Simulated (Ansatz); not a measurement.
# 96-atom supercell of baddeleyite HfO2 with displaced atoms, part 3 of 3

Ansatz 0.2.0, PAW.

## 4. Single point with r²SCAN

Contents of in.yaml:

```yaml
crystal:
  lattice:
    - [10.192033, 0.000000, -0.028122]
    - [0.000000, 10.353053, 0.000000]
    - [-1.730651, 0.000000, 10.398275]
  atoms:
    - { symbol: Hf, position: [0.138930, 0.017270, 0.105188] }
    - { symbol: Hf, position: [0.137240, 0.020789, 0.602039] }
    - { symbol: Hf, position: [0.124993, 0.521281, 0.085780] }
    - { symbol: Hf, position: [0.134080, 0.523115, 0.607889] }
    - { symbol: Hf, position: [0.648714, 0.019684, 0.100406] }
    - { symbol: Hf, position: [0.632729, 0.035572, 0.612397] }
    - { symbol: Hf, position: [0.634212, 0.511479, 0.095039] }
    - { symbol: Hf, position: [0.638291, 0.513646, 0.608762] }
    - { symbol: Hf, position: [0.354215, 0.283306, 0.146863] }
    - { symbol: Hf, position: [0.371201, 0.274745, 0.646789] }
    - { symbol: Hf, position: [0.350355, 0.779649, 0.121803] }
    - { symbol: Hf, position: [0.369134, 0.781970, 0.651824] }
    - { symbol: Hf, position: [0.862265, 0.263040, 0.140852] }
    - { symbol: Hf, position: [0.862387, 0.261666, 0.645249] }
    - { symbol: Hf, position: [0.859160, 0.780900, 0.132816] }
    - { symbol: Hf, position: [0.853685, 0.763832, 0.643248] }
    - { symbol: Hf, position: [0.358764, 0.484586, 0.385666] }
    - { symbol: Hf, position: [0.359018, 0.484569, 0.892921] }
    - { symbol: Hf, position: [0.372881, 0.990951, 0.406238] }
    - { symbol: Hf, position: [0.364396, 0.974015, 0.888327] }
    - { symbol: Hf, position: [0.864352, 0.485101, 0.395376] }
    - { symbol: Hf, position: [0.883142, 0.472818, 0.895789] }
    - { symbol: Hf, position: [0.866277, 0.004809, 0.399015] }
    - { symbol: Hf, position: [0.867783, 0.980991, 0.884389] }
    - { symbol: Hf, position: [0.132245, 0.246207, 0.341253] }
    - { symbol: Hf, position: [0.131516, 0.236061, 0.845640] }
    - { symbol: Hf, position: [0.127142, 0.720438, 0.358172] }
    - { symbol: Hf, position: [0.126823, 0.733783, 0.844836] }
    - { symbol: Hf, position: [0.645814, 0.222444, 0.358894] }
    - { symbol: Hf, position: [0.641585, 0.245382, 0.857931] }
    - { symbol: Hf, position: [0.649917, 0.735797, 0.350361] }
    - { symbol: Hf, position: [0.640817, 0.745465, 0.849163] }
    - { symbol: O, position: [0.040839, 0.159787, 0.165865] }
    - { symbol: O, position: [0.040557, 0.168341, 0.658526] }
    - { symbol: O, position: [0.035560, 0.670679, 0.177004] }
    - { symbol: O, position: [0.029324, 0.668536, 0.651083] }
    - { symbol: O, position: [0.558786, 0.165339, 0.171875] }
    - { symbol: O, position: [0.536139, 0.145548, 0.678199] }
    - { symbol: O, position: [0.546949, 0.667021, 0.175196] }
    - { symbol: O, position: [0.537858, 0.671089, 0.669499] }
    - { symbol: O, position: [0.474263, 0.417534, 0.086002] }
    - { symbol: O, position: [0.464306, 0.415894, 0.589119] }
    - { symbol: O, position: [0.464087, 0.916577, 0.073829] }
    - { symbol: O, position: [0.464766, 0.928101, 0.587667] }
    - { symbol: O, position: [0.963019, 0.400727, 0.082214] }
    - { symbol: O, position: [0.970254, 0.429843, 0.582471] }
    - { symbol: O, position: [0.979095, 0.926499, 0.089427] }
    - { symbol: O, position: [0.967095, 0.919040, 0.576705] }
    - { symbol: O, position: [0.473956, 0.321478, 0.345845] }
    - { symbol: O, position: [0.459136, 0.336800, 0.826095] }
    - { symbol: O, position: [0.443946, 0.832749, 0.336679] }
    - { symbol: O, position: [0.459863, 0.822614, 0.833735] }
    - { symbol: O, position: [0.948923, 0.319511, 0.324519] }
    - { symbol: O, position: [0.964010, 0.338030, 0.828215] }
    - { symbol: O, position: [0.975563, 0.838496, 0.323158] }
    - { symbol: O, position: [0.968690, 0.834816, 0.823900] }
    - { symbol: O, position: [0.031509, 0.096045, 0.424798] }
    - { symbol: O, position: [0.044563, 0.075973, 0.915230] }
    - { symbol: O, position: [0.030871, 0.562252, 0.416218] }
    - { symbol: O, position: [0.033668, 0.588506, 0.916441] }
    - { symbol: O, position: [0.553517, 0.068599, 0.429558] }
    - { symbol: O, position: [0.538045, 0.085287, 0.928133] }
    - { symbol: O, position: [0.541219, 0.596852, 0.430391] }
    - { symbol: O, position: [0.535004, 0.592426, 0.909699] }
    - { symbol: O, position: [0.212661, 0.394299, 0.245286] }
    - { symbol: O, position: [0.222523, 0.377037, 0.713536] }
    - { symbol: O, position: [0.220284, 0.877303, 0.225460] }
    - { symbol: O, position: [0.214925, 0.874255, 0.716371] }
    - { symbol: O, position: [0.725792, 0.394055, 0.242814] }
    - { symbol: O, position: [0.731814, 0.388743, 0.742278] }
    - { symbol: O, position: [0.717702, 0.881426, 0.252529] }
    - { symbol: O, position: [0.720282, 0.867184, 0.738325] }
    - { symbol: O, position: [0.269807, 0.152871, 0.996079] }
    - { symbol: O, position: [0.265885, 0.146448, 0.494754] }
    - { symbol: O, position: [0.276439, 0.620171, 0.017048] }
    - { symbol: O, position: [0.280812, 0.631084, 0.515523] }
    - { symbol: O, position: [0.792620, 0.128628, 0.017611] }
    - { symbol: O, position: [0.775524, 0.120884, 0.526269] }
    - { symbol: O, position: [0.776160, 0.641658, 0.016360] }
    - { symbol: O, position: [0.768290, 0.638470, 0.504425] }
    - { symbol: O, position: [0.265435, 0.112299, 0.250617] }
    - { symbol: O, position: [0.274155, 0.102578, 0.754914] }
    - { symbol: O, position: [0.272322, 0.613598, 0.260832] }
    - { symbol: O, position: [0.268762, 0.616860, 0.770237] }
    - { symbol: O, position: [0.769752, 0.119951, 0.284099] }
    - { symbol: O, position: [0.776574, 0.125776, 0.764297] }
    - { symbol: O, position: [0.777262, 0.614415, 0.255673] }
    - { symbol: O, position: [0.785811, 0.628001, 0.775596] }
    - { symbol: O, position: [0.221128, 0.379817, 0.488364] }
    - { symbol: O, position: [0.220127, 0.377830, 0.974738] }
    - { symbol: O, position: [0.212594, 0.868714, 0.510255] }
    - { symbol: O, position: [0.233885, 0.872788, 0.002507] }
    - { symbol: O, position: [0.733730, 0.374458, 0.501181] }
    - { symbol: O, position: [0.726014, 0.357950, 0.991932] }
    - { symbol: O, position: [0.743447, 0.866158, 0.499404] }
    - { symbol: O, position: [0.728862, 0.890496, 0.002708] }
kpoints:
  mp_grid: { grid: [1, 1, 1] }
hamiltonian:
  xc: r2scan
scf:
  occupations: { method: fermi_dirac, width: 0.01 }
output:
  forces: true
  eigenvalues: true
  populations: true
  eigenstates: { kpoints: [[0, 0, 0]], e_range: [-6.0, 6.0], localisation: true }
```

Launch:

```
$ ansatz run in.yaml --threads 4 --pin off --max-ram 42750MiB --runs-dir r --events-out ev --progress --plain --backend cuda --devices 0, --max-vram 37GiB
```

Output:

```text
Pseudopotentials: kind: paw
Functional definition: r2SCAN
  parameter k0 = 0.174
  parameter k1 = 0.065
  parameter a1 = 4.9479
  exchange = r2scan_x(k0 = k0, k1 = k1, a1 = a1)
  correlation = r2scan_c
Crystal: 96 atoms, lattice volume = 1096.708 Å³
Basis set: ecut = 500 eV, 27823 PW (Γ), exchange–correlation on 300×320×320 points (64 copies of the dense FFT grid, shifted against one another)
Bands: 730, of which v1, the nominal top of the filled ones, is band 608 counted from 1 (607 counted from 0)
Symmetry: 1 space group operations
Space group: P1 (ITA 1), of the structure as read, at distance tolerance 1.0e-4 Å
k-points: 1
Non-local potential: Hf, projectors of the file, l = 0: 3, l = 1: 2, l = 2: 2, l = 3: 3
Non-local potential: O, projectors of the file, l = 0: 2, l = 1: 2, l = 2: 1
PAW form: soft (Blöchl's): semilocal exchange-correlation on the pseudo side does not see the compensation charge
PAW frozen core: Hf, regenerated for the run's functional (the file was generated under x = pbe(κ = 0.804, μ = 0.2195149727645171), c = pbe(β = 0.06672455060314922))
PAW frozen core: O, regenerated for the run's functional (the file was generated under x = pbe(κ = 0.804, μ = 0.2195149727645171), c = pbe(β = 0.06672455060314922))
PAW one-centre angular grid: Hf, 974 points (default); XC on 160 Gauss nodes
PAW one-centre angular grid: O, 302 points (default); XC on 160 Gauss nodes
Initial density: superposition of atomic densities (neutral atoms: chi_scale 0, normalization atom), corrected by the library's trained network
Initial wavefunctions: pseudopotential atomic-orbital guess
Functional: x = r2scan, c = r2scan; τ floored in thin density (d = 2e-4 eV/Å³)
SCF iter   1: F=—  HF=-540022.754900 eV  |F-HF|=—  |Δ(HF+E_count)|=         —  Δρ=1.16e-2  dr2=1.30e0  dr2_τ=7.07e0  ethr=1.77e-3  ⟨swp⟩=6.0  Hψ=2241  notcnv=0  defer=107
preconditioner: auto → Resta (q_TF=auto, 2.776 Å⁻¹)  ε∞=5.0  [insulator: Δε(μ)=3.373 eV  Ē_g=19.038 eV  σ=0.010 eV  W_gap=1.00  n_scr=410 (ndim 8)  ℏωp=38.1 eV  f_vac=0.074  D(μ)=0.00/eV (n_scr^D=0)  ε∞_Penn≈5.0]
SCF iter   2: F=—  HF=-540024.434311 eV  |F-HF|=—  |Δ(HF+E_count)|=    1.68e0  Δρ=5.95e-3  dr2=3.10e-1  dr2_τ=4.70e-2  ethr=1.07e-4  ⟨swp⟩=2.0  Hψ=1454  notcnv=0  defer=116
SCF iter   3: F=—  HF=-540024.410670 eV  |F-HF|=—  |Δ(HF+E_count)|=   2.36e-2  Δρ=3.68e-3  dr2=7.09e-2  dr2_τ=1.41e-2  ethr=2.55e-5  ⟨swp⟩=3.0  Hψ=1009  notcnv=0  defer=116
SCF iter   4: F=—  HF=-540024.415771 eV  |F-HF|=—  |Δ(HF+E_count)|=   5.10e-3  Δρ=9.55e-4  dr2=8.59e-3  dr2_τ=1.50e-3  ethr=5.83e-6  ⟨swp⟩=3.0  Hψ=1038  notcnv=0  defer=116
SCF iter   5: F=—  HF=-540024.403152 eV  |F-HF|=—  |Δ(HF+E_count)|=   1.26e-2  Δρ=2.53e-4  dr2=4.95e-4  dr2_τ=7.56e-5  ethr=7.06e-7  ⟨swp⟩=2.0  Hψ=1228  notcnv=0  defer=116
SCF iter   6: F=—  HF=-540024.403283 eV  |F-HF|=—  |Δ(HF+E_count)|=   1.31e-4  Δρ=1.02e-4  dr2=1.09e-4  dr2_τ=1.72e-5  ethr=4.07e-8  ⟨swp⟩=2.0  Hψ=1222  notcnv=0  defer=116
SCF iter   7: F=—  HF=-540024.409155 eV  |F-HF|=—  |Δ(HF+E_count)|=   5.87e-3  Δρ=3.03e-5  dr2=1.02e-5  dr2_τ=1.39e-6  ethr=8.97e-9  ⟨swp⟩=3.0  Hψ=1358  notcnv=0  defer=116
SCF iter   8: F=—  HF=-540024.409154 eV  |F-HF|=—  |Δ(HF+E_count)|=   1.02e-6  Δρ=1.79e-5  dr2=3.53e-6  dr2_τ=3.68e-7  ethr=8.42e-10  ⟨swp⟩=3.0  Hψ=1243  notcnv=0  defer=116
SCF iter   9: F=—  HF=-540024.409154 eV  |F-HF|=—  |Δ(HF+E_count)|=   6.16e-7  Δρ=5.68e-6  dr2=4.15e-7  dr2_τ=5.17e-8  ethr=2.90e-10  ⟨swp⟩=2.0  Hψ=1217  notcnv=0  defer=116
SCF iter  10: F=—  HF=-540024.409154 eV  |F-HF|=—  |Δ(HF+E_count)|=   2.75e-8  Δρ=3.39e-6  dr2=1.00e-7  dr2_τ=1.92e-8  ethr=8.22e-12  ⟨swp⟩=11.0  Hψ=3419  notcnv=0
SCF iter  11: F=-540024.409154 eV  HF=-540024.409154 eV  |F-HF|=1.98e-9  |Δ(HF+E_count)|=   4.85e-8  Δρ=1.04e-6  dr2=1.09e-8  dr2_τ=1.48e-9  ethr=8.22e-12  ⟨swp⟩=4.0  Hψ=2366  notcnv=0
SCF 1 converged in 11 iterations: F = -540024.409154 eV  dr2 = 1.09e-8
NSCF: frozen V_eff on 1 k-points
SCF converged after 11 iterations
Free energy (F): -540024.409154 eV
Harris-Foulkes:  -540024.409154 eV  (|F-HF|=1.98e-9)
Internal energy: -540024.409154 eV  (E = F + TS)
E sigma→0 (E₀):  -540024.409154 eV
Fermi energy:    16.465585 eV
--- Per-component energies (eV) ---
  E_band       = -564.857828
  E_kinetic    = 24895.675681
  E_local      = -197489.127110  (includes V_loc(G=0)·N_el)
  E_nonlocal   = -36849.808700
  E_hartree    = 90538.587531
  E_xc         = -13811.793616
  E_vxc        = -16202.063974  (∫ρ·V_xc dr)
  E_paw        = -232729.870052  (= ΣΔE_a)
  E_vpaw       = 43113.822019  (= ΣTr[D̂ρ^β])
  E_aug_tail   = 0.066183  (compensation charges beyond the density's cutoff)
  E_vtau       = 889.399898  (kinetic-family band-sum trace: ∫τ·v_τ [+ j·A + Jᵃ·Aᵃ] dr)
  E_ewald      = -174586.383551
  E_core_change = 8.244480  (= ΣΔE_core)
  E_smearing   = -0.000000  (= −TS)
  E_closure    = 0.000000  (closes the sum)
  Σ components = -540024.409154   (vs F -540024.409154, Δ=0.00e0)
--- Forces (eV/Å), atoms counted from 1 ---
  atom   1  Hf     3.22426728     1.07241232     0.03416058
  atom   2  Hf     0.51426062    -0.64515277    -2.19264136
  atom   3  Hf     1.99092020     1.62597811     5.76628831
  atom   4  Hf     3.18559141    -0.14390700    -2.38882828
  atom   5  Hf    -3.07183465     0.62137188     2.37642420
  atom   6  Hf     5.36653833    -8.42873409    -2.05767060
  atom   7  Hf     2.38939531     4.86402663     2.47248286
  atom   8  Hf    -0.66874910     3.48039006    -2.07179427
  atom   9  Hf     1.30972401    -2.87114678     0.00545968
  atom  10  Hf    -3.19532947    -1.30280252    -2.30317460
  atom  11  Hf     3.02777752    -3.47687119     8.95048449
  atom  12  Hf    -1.21115648    -2.82528185    -3.99139368
  atom  13  Hf    -0.86378056     0.40357611     3.18419496
  atom  14  Hf     1.21709739     2.44296427    -1.22019865
  atom  15  Hf     0.71272288    -1.18907263     4.98082191
  atom  16  Hf     0.75530796     1.35184197    -2.18842595
  atom  17  Hf     1.04070782     1.69944213     3.37723532
  atom  18  Hf     1.26165990     1.08932252    -0.27442868
  atom  19  Hf    -2.21414636    -2.42835120    -2.22525842
  atom  20  Hf    -0.32316168     2.14880412     1.52414096
  atom  21  Hf    -3.31308751    -1.17238143    -0.61061785
  atom  22  Hf    -6.95838486     3.16201911     0.12076598
  atom  23  Hf     1.64555913    -7.90979940     2.92246623
  atom  24  Hf     0.26384518     0.96087340     2.23676369
  atom  25  Hf     0.34184774    -2.28186601     2.79101313
  atom  26  Hf     2.98934515    -2.77059364    -0.30709463
  atom  27  Hf     2.17623300     1.72461682     0.11355393
  atom  28  Hf     3.31930642     0.46893237    -1.16477017
  atom  29  Hf    -1.97725450     3.12672448     0.16179459
  atom  30  Hf    -1.45581287    -2.86610910    -0.47364084
  atom  31  Hf    -2.49264226    -0.99591871     0.62298586
  atom  32  Hf     0.14601671    -3.95198715     1.69489630
  atom  33  O     -2.43456157     2.74739410     0.37006533
  atom  34  O     -2.46578108     2.75962728     2.07325733
  atom  35  O     -0.13132956    -1.47633258    -2.60362731
  atom  36  O     -0.32196718     1.66209152     2.52115866
  atom  37  O     -2.95748967     2.09620156     0.29415372
  atom  38  O     -5.19544318     7.28933365     3.14622711
  atom  39  O     -1.20652594    -0.04504866    -1.50090530
  atom  40  O      0.66183551     0.06931454     0.87099673
  atom  41  O     -3.46520125    -1.66313914    -0.92696941
  atom  42  O      1.56566218     0.85230057    -0.69664262
  atom  43  O      1.59168272     1.20251090    -0.42497271
  atom  44  O     -0.49748537    -0.28504716     0.22566473
  atom  45  O      1.81946103     2.56939484    -2.03259597
  atom  46  O     -2.80211046    -2.79867498     0.88425808
  atom  47  O     -3.92557626    -2.10037321    -2.41046786
  atom  48  O     -0.14816810     0.27028003     1.31846550
  atom  49  O     -2.03059879     0.72730496    -1.78530807
  atom  50  O      1.43791390    -0.86757970     0.81808442
  atom  51  O      1.66677346     0.15740891    -0.45229500
  atom  52  O     -0.46578409     1.33536984     0.40112052
  atom  53  O      0.57118110     0.47298573     0.59219851
  atom  54  O      1.86832549    -2.91481365    -1.17918370
  atom  55  O     -1.92457874     0.82218575     0.14497556
  atom  56  O     -1.12279918     0.58608835     0.44328973
  atom  57  O      0.71645931     0.50170159    -0.72988961
  atom  58  O     -1.06296399     0.45452934    -1.40787128
  atom  59  O      3.35648268     2.59254514    -0.43746414
  atom  60  O      0.02494900    -0.04833469    -0.32628773
  atom  61  O     -0.59410143     1.35926599    -1.37485939
  atom  62  O      0.48209153     0.58640766    -1.35133018
  atom  63  O     -1.75457629    -2.44530558    -0.28775063
  atom  64  O     -0.83722434    -1.89886481     0.87494996
  atom  65  O      1.39303187    -2.04936098    -2.66929505
  atom  66  O     -0.06989463    -1.39003714     3.94881860
  atom  67  O     -0.23563585    -0.89807767     1.19877251
  atom  68  O     -0.21787032    -1.45776987     6.19406264
  atom  69  O     -0.41801385    -2.73424793    -0.54940314
  atom  70  O     -0.31513439    -2.14121732     1.33035191
  atom  71  O      1.61474696     1.39681238    -2.45413101
  atom  72  O      0.42453417     3.19123379     0.55000207
  atom  73  O      0.95246767    -0.72715578     1.39548986
  atom  74  O      1.35768700    -0.80903851     1.34252084
  atom  75  O     -0.27061455     0.38531005    -1.33398858
  atom  76  O     -0.44556656    -0.16908270    -0.10317741
  atom  77  O     -0.74996796    -1.42559368    -1.59904737
  atom  78  O      1.04927458     1.88931041    -0.71755450
  atom  79  O      0.14606667    -0.81501978    -1.61818919
  atom  80  O      1.39427018    -2.36184397     1.09573591
  atom  81  O      2.20134226     2.27328825     1.03978956
  atom  82  O      0.39808074     1.95732771     0.31802989
  atom  83  O     -0.28201710     1.02742736    -0.98788980
  atom  84  O     -0.41331101     0.72973621    -0.49397974
  atom  85  O      1.83129840     1.62468732    -4.67729101
  atom  86  O      0.42483027     0.34244216     0.68889876
  atom  87  O      0.89576288     1.72004861     0.47971759
  atom  88  O      0.10040823    -0.97713883    -0.98010446
  atom  89  O      0.82190009     0.06038532    -1.42649268
  atom  90  O     -0.52070883     0.88688707     1.19001488
  atom  91  O      2.15856826    -0.02801230    -3.96523973
  atom  92  O     -2.65848613     1.37963118    -7.02230446
  atom  93  O     -0.41915327    -1.58133027    -0.50171649
  atom  94  O      0.37479465     2.24156246     0.21826786
  atom  95  O     -1.59479980     1.14467415    -1.08179122
  atom  96  O      1.52082381    -2.23999173    -3.72534521
  max |Σ_I F_I| component: 1.05e-4 eV/Å
--- Band table (eV) ---
  k-point 0: bands = [... 596 lower levels ..., "13.9090", "13.9198", "13.9883", "14.1209", "14.1556", "14.1935", "14.2480", "14.3652", "14.4507", "14.4702", "14.7244", "14.8682", "18.0630", "18.2027", "18.3554", "18.5436", "18.5902", "18.6272", "18.7923", "18.8252", "18.9041", "18.9491", "18.9904", "19.0841", ... 110 higher levels ...]
--- Löwdin populations: 96 sites ---
  site symbol       q [e]
     0     Hf     24.5872
     1     Hf     24.5659
     2     Hf     24.5274
     3     Hf     24.5787
     4     Hf     24.5384
     5     Hf     24.6119
     6     Hf     24.5234
     7     Hf     24.4801
     8     Hf     24.4474
     9     Hf     24.5145
    10     Hf     24.5317
    11     Hf     24.5194
    12     Hf     24.5495
    13     Hf     24.5061
    14     Hf     24.5239
    15     Hf     24.5492
    16     Hf     24.4958
    17     Hf     24.5064
    18     Hf     24.4830
    19     Hf     24.5022
    20     Hf     24.5243
    21     Hf     24.5325
    22     Hf     24.5404
    23     Hf     24.4893
    24     Hf     24.4993
    25     Hf     24.4961
    26     Hf     24.4744
    27     Hf     24.4908
    28     Hf     24.5304
    29     Hf     24.4810
    30     Hf     24.4893
    31     Hf     24.5114
    32      O      6.6790
    33      O      6.6596
    34      O      6.6840
    35      O      6.6589
    36      O      6.7091
    37      O      6.6013
    38      O      6.7409
    39      O      6.6857
    40      O      6.6400
    41      O      6.6467
    42      O      6.6723
    43      O      6.6550
    44      O      6.6422
    45      O      6.6981
    46      O      6.6411
    47      O      6.7112
    48      O      6.7189
    49      O      6.6719
    50      O      6.7186
    51      O      6.6334
    52      O      6.6814
    53      O      6.6098
    54      O      6.7039
    55      O      6.6290
    56      O      6.6639
    57      O      6.6916
    58      O      6.6286
    59      O      6.6062
    60      O      6.6328
    61      O      6.7077
    62      O      6.7153
    63      O      6.7236
    64      O      6.6904
    65      O      6.6952
    66      O      6.7075
    67      O      6.6817
    68      O      6.7345
    69      O      6.7184
    70      O      6.7184
    71      O      6.6957
    72      O      6.7357
    73      O      6.7547
    74      O      6.7091
    75      O      6.7414
    76      O      6.7086
    77      O      6.6628
    78      O      6.7381
    79      O      6.6911
    80      O      6.7355
    81      O      6.7289
    82      O      6.7042
    83      O      6.7029
    84      O      6.6319
    85      O      6.7095
    86      O      6.7215
    87      O      6.7427
    88      O      6.7324
    89      O      6.7186
    90      O      6.7270
    91      O      6.6575
    92      O      6.7284
    93      O      6.6786
    94      O      6.7360
    95      O      6.6844
  spilling = 0.002643 (of n_electrons = 1216.000000)
```

Run time: 12 s. Hardware: 1 × NVIDIA H100 80GB HBM3 with 4 threads of AMD EPYC 7R13, shared host; peak host memory 3.1 GiB.

Spacing of the frontier levels at the Γ point alone: 3.19 eV (14.868 to 18.063 eV).

The states next to the gap (eigenstates.tsv), from the top filled level:

| level (eV) | spin | filling | atoms sharing it | main element | its share | largest atom |
| --- | --- | --- | --- | --- | --- | --- |
| -0.42 | both | 2.00 | 10.1 | O | 0.94 | O51 (0.22) |
| -0.40 | both | 2.00 | 11.4 | O | 0.94 | O39 (0.19) |
| -0.14 | both | 2.00 | 7.3 | O | 0.95 | O51 (0.27) |
| 0.00 | both | 2.00 | 7.2 | O | 0.94 | O51 (0.27) |
| 3.19 | both | 0.00 | 22.5 | Hf | 0.61 | Hf9 (0.13) |
| 3.33 | both | 0.00 | 18.3 | Hf | 0.60 | Hf28 (0.17) |
| 3.49 | both | 0.00 | 25.4 | Hf | 0.62 | Hf24 (0.11) |
| 3.68 | both | 0.00 | 20.1 | Hf | 0.59 | Hf22 (0.15) |

Forces on the displaced atoms, rms: Hf 4.82, O 3.14 eV/Å; the largest is 10.20 eV/Å.

Against PBEsol, the force components have a slope of 1.047 and differ by 0.113 eV/Å rms.

## 5. What came out

The summary covers parts 1 to 3.

| level | time | top filled to lowest empty (eV) | pressure (GPa) | force change (eV/Å rms) |
| --- | --- | --- | --- | --- |
| PBEsol | 7.1 s (GPU) | 2.74 | 7.42 | 0 |
| HSE06 | 89 s (GPU) | 4.24 | - | 0.154 |
| r²SCAN | 12 s (GPU) | 3.19 | - | 0.113 |

**Reading.** At the same k points, PBEsol gives a spacing 1.51 eV smaller and r²SCAN gives a spacing 1.05 eV smaller than the 4.24 eV of HSE06. The HSE06 single point took about 13 times as long as the PBEsol one on the same kind of device. HSE06 forces are 6 % stiffer than those of PBEsol by the slope, and differ by 0.15 eV/Å rms. With one k point the spacing samples only the states that fold onto it, so it can exceed the gap over the zone.
